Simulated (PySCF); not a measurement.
# C5H6BrN: magnetic properties

Aim: compute the magnetic properties of C5H6BrN (`CC(C)=C(Br)C#N`).

Computed with PySCF 2.14.0 and routines of our own; the level stands in each step. Atoms count from 0.

## (1) The starting structure

13 atoms, charge 0, multiplicity 1; geometry from: GFN2-xTB.

## (2) Magnetic properties: GIAO CAM-B3LYP/pcSseg-1

The job: settings as JSON, then the geometry in Å.

```
{"job": {"kind": "mag", "xc": "CAM-B3LYP", "basis": "pcSseg-1", "isotopologues": 2}, "charge": 0, "multiplicity": 1}
C     -0.228130     1.356685    -0.351242
C     -0.135224    -0.098486    -0.017737
C     -1.406589    -0.869970    -0.094219
C      1.041179    -0.634802     0.337461
Br     1.264772    -2.493260     0.785666
C      2.244217     0.086747     0.436269
N      3.239982     0.647999     0.529725
H     -1.009634     1.822077     0.248346
H      0.711228     1.875509    -0.177578
H     -0.503458     1.474358    -1.399535
H     -1.230246    -1.940543    -0.158115
H     -1.989517    -0.549567    -0.955531
H     -2.002969    -0.676260     0.798762
```

Level: GIAO CAM-B3LYP/pcSseg-1 magnetisability, rotational g tensor and spin-rotation constants, non-relativistic, gas phase.

Command:

```console
> OMP_NUM_THREADS=1 python excited_run.py task.json out
```

The driver reads the jobs from task.json and runs them one after another.

Standard output:

```text
coarse grid: 53184 points
cycle   1  E = -2822.6239554294  dE = -1.277e-01  |g| = 8.800e-01  |ddm| = 3.596e+00
cycle   2  E = -2822.4974358284  dE =  1.265e-01  |g| = 1.033e+00  |ddm| = 1.470e+00
cycle   3  E = -2822.6886659323  dE = -1.912e-01  |g| = 3.338e-01  |ddm| = 1.115e+00
cycle   4  E = -2822.7103942035  dE = -2.173e-02  |g| = 5.357e-02  |ddm| = 2.395e-01
cycle   5  E = -2822.7107513928  dE = -3.572e-04  |g| = 1.013e-02  |ddm| = 5.210e-02
cycle   6  E = -2822.7107716060  dE = -2.021e-05  |g| = 5.320e-03  |ddm| = 1.609e-02
cycle   7  E = -2822.7107779991  dE = -6.393e-06  |g| = 1.181e-03  |ddm| = 5.640e-03
final grid: 112344 points
cycle   8  E = -2822.7107692085  dE =  6.626e-08  |g| = 1.477e-03  |ddm| = 2.730e-03
cycle   9  E = -2822.7107686108  dE =  5.977e-07  |g| = 2.237e-03  |ddm| = 2.598e-03
cycle  10  E = -2822.7107696655  dE = -1.055e-06  |g| = 2.845e-04  |ddm| = 1.657e-03
cycle  11  E = -2822.7107696813  dE = -1.583e-08  |g| = 4.636e-05  |ddm| = 2.370e-04
cycle  12  E = -2822.7107696819  dE = -5.489e-10  |g| = 2.001e-05  |ddm| = 6.990e-05
converged SCF energy = -2822.7107696819

Magnetisability tensor (1e-30 J/T^2)
    -1312.25      -33.90       11.71
      -33.90    -1365.60      -11.71
       11.71      -11.71    -1360.99
isotropic -1346.28   principal values   -1383.55  -1363.09  -1292.21
isotropic susceptibility -81.075 1e-6 cm^3/mol

Inertial axes            a          b          c
rot. const./GHz      2.2139     1.4189     0.8740
chi total           -80.450    -80.537    -82.238
chi diamagnetic    -641.016   -895.427  -1412.815
chi paramagnetic    560.566    814.890   1330.577
quadrupole/D A       10.207    -10.866      0.658
g nuclear            0.5584     0.5357     0.5397
g electronic        -0.5830    -0.5432    -0.5464
g total             -0.0247    -0.0075    -0.0067

Spin-rotation constants (kHz, H = +C I.J)
atom  isotope        aa         bb         cc
  4   79Br        1.192      3.645      2.061
  6    14N        0.465      0.093      0.202
  7     1H       -0.161     -0.124     -0.033
  8     1H       -0.195      0.037     -0.102
  9     1H       -0.173     -0.146     -0.015
 10     1H        0.035     -0.131     -0.090
 11     1H       -0.143     -0.094     -0.061
 12     1H       -0.253     -0.124      0.001
  0    13C*       0.311      0.236      0.140
  1    13C*       1.106      0.712      0.117
  2    13C*       0.366      0.196      0.136
  3    13C*       0.724      0.465      0.168
  5    13C*       0.963     -0.004      0.407
* in the singly substituted isotopologue

Isotopologues: g along a, b, c
2H    at 7,8,9,10,11,12    -0.0238    -0.0062    -0.0063
13C   at 0                 -0.0248    -0.0073    -0.0066
```

It took 39 s on 1 thread of Arm Neoverse V1, shared host; peak memory 0.95 GiB.

Key values:

| quantity | value |
| --- | --- |
| magnetisability | -1346·10⁻³⁰ J/T² |
| molar susceptibility | -81.1·10⁻⁶ cm³/mol |
| rotational g (a, b, c) | -0.0247, -0.0075, -0.0067 |

## (3) Magnetic properties: common gauge origin HCTH407/def2-SVP

Settings changed since step 2:

```diff
@@ -1,2 +1,2 @@
-{"job": {"kind": "mag", "xc": "CAM-B3LYP", "basis": "pcSseg-1", "isotopologues": 2}, "charge": 0, "multiplicity": 1}
+{"job": {"kind": "mag", "xc": "HCTH407", "basis": "def2-SVP", "gauge": [0, 0, 0], "scf": {"guess": "huckel"}}, "charge": 0, "multiplicity": 1}
 C     -0.228130     1.356685    -0.351242
```

With the program's defaults for keys left out, this is: common gauge origin HCTH407/def2-SVP magnetisability, rotational g tensor and spin-rotation constants, non-relativistic, gas phase.

Standard output:

```text
final grid: 112344 points
cycle   1  E = -2804.5773499544  dE =  1.571e+01  |g| = 7.023e+00  |ddm| = 1.799e+01
cycle   2  E = -2716.1003912204  dE =  8.848e+01  |g| = 1.012e+01  |ddm| = 4.914e+01
cycle   3  E = -2771.7264289648  dE = -5.563e+01  |g| = 7.896e+00  |ddm| = 1.305e+02
cycle   4  E = -2795.5002339551  dE = -2.377e+01  |g| = 7.764e+00  |ddm| = 1.431e+02
cycle   5  E = -2823.2064334891  dE = -2.771e+01  |g| = 1.521e+00  |ddm| = 8.330e+01
cycle   6  E = -2823.1000671842  dE =  1.064e-01  |g| = 1.726e+00  |ddm| = 4.133e+00
cycle   7  E = -2823.8117784862  dE = -7.117e-01  |g| = 5.702e-01  |ddm| = 2.800e+00
cycle   8  E = -2823.8852124674  dE = -7.343e-02  |g| = 2.315e-01  |ddm| = 8.626e-01
cycle   9  E = -2823.8962594656  dE = -1.105e-02  |g| = 7.639e-02  |ddm| = 2.480e-01
cycle  10  E = -2823.8972971720  dE = -1.038e-03  |g| = 4.288e-02  |ddm| = 1.038e-01
cycle  11  E = -2823.8977689956  dE = -4.718e-04  |g| = 1.419e-02  |ddm| = 6.151e-02
cycle  12  E = -2823.8978102590  dE = -4.126e-05  |g| = 4.501e-03  |ddm| = 2.081e-02
cycle  13  E = -2823.8978157043  dE = -5.445e-06  |g| = 1.713e-03  |ddm| = 8.268e-03
cycle  14  E = -2823.8978166079  dE = -9.036e-07  |g| = 2.232e-04  |ddm| = 2.417e-03
cycle  15  E = -2823.8978166218  dE = -1.386e-08  |g| = 5.526e-05  |ddm| = 3.548e-04
cycle  16  E = -2823.8978166226  dE = -8.204e-10  |g| = 2.662e-05  |ddm| = 1.034e-04
converged SCF energy = -2823.8978166226

Magnetisability tensor (1e-30 J/T^2)
    -7262.18     -366.76      611.09
     -366.76    -4587.36    -1203.65
      611.09    -1203.65    -9510.99
isotropic -7120.18   principal values   -9891.17  -7242.53  -4226.84
isotropic susceptibility -428.787 1e-6 cm^3/mol

Inertial axes            a          b          c
rot. const./GHz      2.2139     1.4189     0.8740
chi total          -257.477   -433.225   -595.659
chi diamagnetic    -637.842   -893.018  -1410.164
chi paramagnetic    380.364    459.793    814.505
quadrupole/D A        9.477    -10.295      0.817
g nuclear            0.5584     0.5357     0.5397
g electronic        -0.3956    -0.3065    -0.3345
g total              0.1628     0.2292     0.2052

Spin-rotation constants (kHz, H = +C I.J)
atom  isotope        aa         bb         cc
  4   79Br        1.439      3.574      1.930
  6    14N        0.503      0.076      0.201
  7     1H       -0.253      0.093      0.049
  8     1H       -0.600      0.081     -0.270
  9     1H       -0.292      0.052      0.037
 10     1H        0.172     -0.758     -0.420
 11     1H        0.203     -0.181      0.024
 12     1H        0.003     -0.371     -0.060
  0    13C*       0.196      0.177      0.077
  1    13C*       0.822      0.432     -0.076
  2    13C*       0.297      0.064      0.050
  3    13C*       0.448      0.080     -0.140
  5    13C*       0.652     -0.112      0.202
* in the singly substituted isotopologue
```

Wall time 22 s (1 thread of Arm Neoverse V1, shared host); peak memory 0.62 GiB.

The run ended normally, but its values are not to be used for the molecule: a common gauge origin replaces GIAOs, so the magnetic properties depend on where the origin lies.

## (4) What came out

| quantity | value |
| --- | --- |
| magnetisability (step 2, GIAO CAM-B3LYP/pcSseg-1) | -1346·10⁻³⁰ J/T² |
| molar susceptibility (step 2, GIAO CAM-B3LYP/pcSseg-1) | -81.1·10⁻⁶ cm³/mol |
| rotational g (a, b, c) (step 2, GIAO CAM-B3LYP/pcSseg-1) | -0.0247, -0.0075, -0.0067 |
| runs | 0 failed, 1 ended on unsound input |

**Reading.** Steps that list no spin-orbit terms leave them out, which matters at and beside the heavy atoms. Vibrational averaging and real surroundings are missing from these values.
